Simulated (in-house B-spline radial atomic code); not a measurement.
# Al¹⁰⁺: ionisation energy by several methods

Aim: the ionisation energy of Al¹⁰⁺ by several methods, each as the difference of two self-consistent energies (Al¹⁰⁺ and the next ion, 1s2).

Program: in-house B-spline radial atomic code version 1. Level of theory: scalar-relativistic (X2C), several functionals, spin-polarised, exact exchange averaged over the configuration; spherical all-electron atom at the radial basis limit. These are calculated values, not measurements, unless marked.

## 1. The atom as given

- element: aluminium (Z = 13)
- charge: +10
- electrons: 3
- configuration: [He] 2s1
- nucleus: Fermi, rms radius 3.061 fm

Outer shells as boxes (Hund's rule):

[He] 2s1
```
[He] core
2s [↑ ]
```

Where spins are not typed, each open shell is filled with up spins first.

## 2. M06-2X

The run's settings:

```ini
Z = 13
electrons = 3.0
configuration = [He] 2s1
hamiltonian = x2c
method = m062x
spin_polarised = True
nucleus = fermi
rms_radius = 3.061
mass_number = 27
atomic_mass = 26.981538408
speed_of_light = 137.035999084
exact_exchange = averaged over the configuration
```

The run is started by

```sh
python run_scf.py task.json out
```

The settings of every run stand in task.json; they run in order.

Main fields of the result record, rounded:

```text
{
  "status": "converged",
  "warnings": ["states collapsed into the nucleus by a negative tau potential were left out of the aufbau"],
  "scf [iteration, energy, orbital gradient]": [
    [1, -177.655449768, 0.0579],
    [2, -177.657234846, 0.00132],
    [3, -177.657235292, 0.000679],
    [4, -177.657235404, 0.000349],
    [5, -177.657235442, 1.06e-05],
    [6, -177.657235442, 3.39e-07],
    [7, -177.657235442, 1.14e-07]
  ],
  "energy [hartree]": {"total": -177.657235442, "kinetic": 178.385572744, "nuclear": -368.583637655, "coulomb": 21.6775588982, "exact_exchange": -4.8841616911, "xc": -4.25256773798},
  "orbitals [hartree, bohr; first row names the columns]": [
    ["name", "occ", "eps", "<r>", "<r^2>", "<1/r>", "r_max"],
    ["1s up", 1.0, -72.878665, 0.11869, 0.018907, 12.778, 0.077741],
    ["1s down", 1.0, -72.731798, 0.11885, 0.018962, 12.761, 0.077878],
    ["2s up", 1.0, -15.943828, 0.50843, 0.30183, 2.9146, 0.43603]
  ],
  "sum_r [bohr^k]": {"-1": 28.45384, "1": 0.7459737, "2": 0.3397031},
  "radius_at_0.001 [bohr]": 1.265,
  "radius_enclosing_fraction [bohr]": {"0.5": 0.1497, "0.9": 0.5942, "0.99": 0.9475},
  "slater [hartree]": {"F0(1s up,1s up)": 7.9214, "F0(1s up,1s down)": 7.9159, "F0(1s up,2s up)": 2.4793, "G0(1s up,2s up)": 0.24119, "F0(1s down,1s down)": 7.9104, "F0(1s down,2s up)": 2.4788, "F0(2s up,2s up)": 1.7754},
  "ionisation_energy [hartree]": 16.2875753
}
```

Wall time 0.26 s (1 thread, shared host).

The run also solves the next ion with the same method; the record keeps the difference, ionisation_energy. radius_at_0.001 is where the density falls to 0.001 electrons per bohr³. Meta-GGA runs start from a PBE run whose iterations are not counted.

Radial density 4πr²n(r) and radial functions P(r) = rR(r):

```
r (bohr)      4πr²n  1s down    2s up
 0.00594     0.5700   0.5202   0.1677
 0.00802     0.9720   0.6793   0.2188
  0.0108      1.621   0.8774   0.2823
  0.0146      2.657   1.1233   0.3608
  0.0197      4.199   1.4123   0.4519
  0.0266      6.347   1.7369   0.5517
  0.0360      9.040   2.0744   0.6496
  0.0485      11.79   2.3722   0.7224
  0.0655      13.78   2.5707   0.7385
  0.0885      13.80   2.5851   0.6499
   0.119      11.33   2.3613   0.4147
   0.161      7.069   1.8812  -0.0065
   0.218      3.442   1.2488  -0.5727
   0.294      2.146   0.6551  -1.1353
   0.397      2.290   0.2478  -1.4724
   0.536      1.939   0.0599  -1.3901
   0.723     0.8895   0.0081  -0.9431
   0.976     0.1817   0.0005  -0.4262
    1.32    0.01295   0.0000  -0.1138
    1.78  0.0002329   0.0000  -0.0153
```

Clear maxima of the radial density (full grid of the record): 0.076, 0.40 bohr.

## 3. TPSSh

Settings: those of step 2 with these lines changed.

```diff
@@ -4,3 +4,3 @@
 hamiltonian = x2c
-method = m062x
+method = tpssh
 spin_polarised = True
```

Results of the run:

```text
{
  "status": "converged",
  "scf [iteration, energy, orbital gradient]": [
    [1, -177.653379933, 0.0313],
    [2, -177.654332213, 0.000685],
    [3, -177.654332471, 0.000351],
    [4, -177.654332534, 0.00018],
    [5, -177.654332555, 5.35e-06],
    [6, -177.654332555, 1.69e-07]
  ],
  "energy [hartree]": {"total": -177.654332555, "kinetic": 178.377116557, "nuclear": -368.579798611, "coulomb": 21.6862754128, "exact_exchange": -0.905182792846, "xc": -8.23274312149},
  "orbitals [hartree, bohr; first row names the columns]": [
    ["name", "occ", "eps", "<r>"],
    ["1s up", 1.0, -71.924867, 0.11861],
    ["1s down", 1.0, -71.80032, 0.1187],
    ["2s up", 1.0, -15.69579, 0.50897]
  ],
  "sum_r [bohr^k]": {"-1": 28.45298, "1": 0.7462881, "2": 0.340125},
  "ionisation_energy [hartree]": 16.2718718
}
```

It took 0.24 s on 1 thread, shared host.

## 4. LC-ωPBE

Settings: those of step 3 with these lines changed.

```diff
@@ -4,3 +4,3 @@
 hamiltonian = x2c
-method = tpssh
+method = lc_wpbe
 spin_polarised = True
```

Results of the run:

```text
{
  "status": "converged",
  "scf [iteration, energy, orbital gradient]": [
    [1, -176.455387659, 0.779],
    [2, -177.52233055, 0.034],
    [3, -177.52370486, 0.0163],
    [4, -177.524021957, 0.00783],
    [5, -177.524123626, 0.000323],
    [6, -177.524123785, 5.21e-06],
    [7, -177.524123785, 1.59e-08]
  ],
  "energy [hartree]": {"total": -177.524123785, "kinetic": 178.245535342, "nuclear": -368.437950571, "coulomb": 21.6675300201, "exact_exchange": -0.669167625786, "xc": -8.33007095056},
  "orbitals [hartree, bohr; first row names the columns]": [
    ["name", "occ", "eps", "<r>"],
    ["1s up", 1.0, -71.641189, 0.11891],
    ["1s down", 1.0, -71.525121, 0.11889],
    ["2s up", 1.0, -15.827002, 0.50896]
  ],
  "sum_r [bohr^k]": {"-1": 28.4423, "1": 0.7467595, "2": 0.3405645},
  "ionisation_energy [hartree]": 16.286113
}
```

Run time: 0.16 s. Hardware: 1 thread, shared host.

## 5. r2SCAN0

Settings: those of step 4 with these lines changed.

```diff
@@ -4,3 +4,3 @@
 hamiltonian = x2c
-method = lc_wpbe
+method = r2scan0
 spin_polarised = True
```

Results of the run:

```text
{
  "status": "converged",
  "scf [iteration, energy, orbital gradient]": [
    [1, -177.611083277, 0.046],
    [2, -177.612291467, 0.000735],
    [3, -177.612291889, 0.000379],
    [4, -177.612292001, 0.000196],
    [5, -177.612292042, 9.54e-06],
    [6, -177.612292042, 1.49e-07]
  ],
  "energy [hartree]": {"total": -177.612292042, "kinetic": 178.334260959, "nuclear": -368.530768437, "coulomb": 21.6783021008, "exact_exchange": -2.26254652592, "xc": -6.8315401379},
  "orbitals [hartree, bohr; first row names the columns]": [
    ["name", "occ", "eps", "<r>"],
    ["1s up", 1.0, -72.429783, 0.11856],
    ["1s down", 1.0, -72.293283, 0.11871],
    ["2s up", 1.0, -15.798077, 0.50964]
  ],
  "sum_r [bohr^k]": {"-1": 28.44922, "1": 0.7469031, "2": 0.340772},
  "ionisation_energy [hartree]": 16.2345637
}
```

It took 0.23 s on 1 thread, shared host.

## 6. PBE0

Settings: those of step 5 with these lines changed.

```diff
@@ -4,3 +4,3 @@
 hamiltonian = x2c
-method = r2scan0
+method = pbe0
 spin_polarised = True
```

Results of the run:

```text
{
  "status": "converged",
  "scf [iteration, energy, orbital gradient]": [
    [1, -176.463919736, 0.782],
    [2, -177.536684562, 0.0245],
    [3, -177.537445865, 0.0119],
    [4, -177.537625248, 0.00577],
    [5, -177.537680414, 0.000178],
    [6, -177.537680465, 1.94e-06],
    [7, -177.537680465, 5.79e-09]
  ],
  "energy [hartree]": {"total": -177.537680465, "kinetic": 178.262097999, "nuclear": -368.45771073, "coulomb": 21.6729910739, "exact_exchange": -2.26125876828, "xc": -6.75380003966},
  "orbitals [hartree, bohr; first row names the columns]": [
    ["name", "occ", "eps", "<r>"],
    ["1s up", 1.0, -72.185345, 0.11874],
    ["1s down", 1.0, -72.036673, 0.11881],
    ["2s up", 1.0, -15.770249, 0.50915]
  ],
  "sum_r [bohr^k]": {"-1": 28.44369, "1": 0.7467128, "2": 0.3405651},
  "ionisation_energy [hartree]": 16.2752793
}
```

Wall time 0.34 s (1 thread, shared host).

## 7. Results

| method | rung | total energy (hartree) | ΔSCF (eV) | −ε highest (eV) | ΔSCF less tabulated (eV) |
| --- | --- | --- | --- | --- | --- |
| M06-2X | global hybrid | -177.6572 | 443.21 | 433.85 (2s up) | +1.20 |
| TPSSh | global hybrid | -177.6543 | 442.78 | 427.10 (2s up) | +0.78 |
| r2SCAN0 | global hybrid | -177.6123 | 441.76 | 429.89 (2s up) | -0.24 |
| PBE0 | global hybrid | -177.5377 | 442.87 | 429.13 (2s up) | +0.87 |
| LC-ωPBE | range-separated hybrid | -177.5241 | 443.17 | 430.67 (2s up) | +1.16 |

What this shows: Tables give 442.005 ± 0.007 eV (tabulated theoretical; NIST Atomic Spectra Database) for the ionisation energy. r2SCAN0 misses by -0.24 eV, the least, and M06-2X by +1.20 eV (0.27 %), the most. Relativistic terms that these runs lack can be as large as the gaps between close methods, so the nearest may be so by luck.

Cost against accuracy (CPU time on one thread of a shared host; * marks runs that also wrote radial tables):

| method | CPU time | miss (eV) |
| --- | --- | --- |
| LC-ωPBE | 0.15 s | +1.16 |
| r2SCAN0 | 0.22 s | -0.24 |
| TPSSh | 0.23 s | +0.78 |
| M06-2X* | 0.25 s | +1.20 |
| PBE0 | 0.33 s | +0.87 |
